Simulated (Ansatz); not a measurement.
# Pb2O: the cost of one run

Computed with Ansatz 0.2.0 (DFT, levels as named, plane waves, PAW, unless a step's input says otherwise).

**1. The starting structure**

The structure is cubic, space group Pn-3m (No. 224). Conventional cell: a = 5.380 Å, b = 5.380 Å, c = 5.380 Å, α = 90.00°, β = 90.00°, γ = 90.00°. Pb (site symmetry -3m) has 2 O at 2.33 Å as nearest neighbours. O (site symmetry -43m) is surrounded by 4 Pb at 2.33 Å.

As a file:

```
CELL_PARAMETERS angstrom
5.38000 0.00000 0.00000
0.00000 5.38000 0.00000
0.00000 0.00000 5.38000
ATOMIC_POSITIONS crystal
Pb 0.25000 0.25000 0.25000
Pb 0.75000 0.75000 0.25000
Pb 0.25000 0.75000 0.75000
Pb 0.75000 0.25000 0.75000
O 0.00000 0.00000 0.00000
O 0.50000 0.50000 0.50000
```

**2. PBE: cell and atoms**

input.yaml

```yaml
crystal:
  lattice:
    - [5.38, 0.0, 0.0]
    - [0.0, 5.38, 0.0]
    - [0.0, 0.0, 5.38]
  atoms:
    - { symbol: Pb, position: [0.25, 0.25, 0.25] }
    - { symbol: Pb, position: [0.75, 0.75, 0.25] }
    - { symbol: Pb, position: [0.25, 0.75, 0.75] }
    - { symbol: Pb, position: [0.75, 0.25, 0.75] }
    - { symbol: O, position: [0.0, 0.0, 0.0] }
    - { symbol: O, position: [0.5, 0.5, 0.5] }
  symmetry: { tolerance: 0.0003 }
hamiltonian:
  xc: pbe
  pseudopotentials: { kind: paw, azcp: { folder: soft_1 } }
basis:
  ecutwfc: 420
magnetization:
  spin_polarized: false
scf:
  occupations: { method: fermi_dirac, width: 0.1 }
kpoints:
  mp_grid: { grid: [6, 6, 6], shift: [0, 0, 0] }
output:
  forces: true
  stress: true
  eigenvalues: true
relax:
  max_steps: 60
  cell: {}
```

On the command line:

```console
> ansatz run input.yaml --threads 2 --pin off --max-ram 5632MiB --backend cpu --events-out ev --progress --plain --runs-dir out
```

Q: Estimate wall time and peak memory on 2 threads of AMD EPYC 9R45 (Zen 5), shared host.

About 9 s, with a peak of 0.53 GiB.
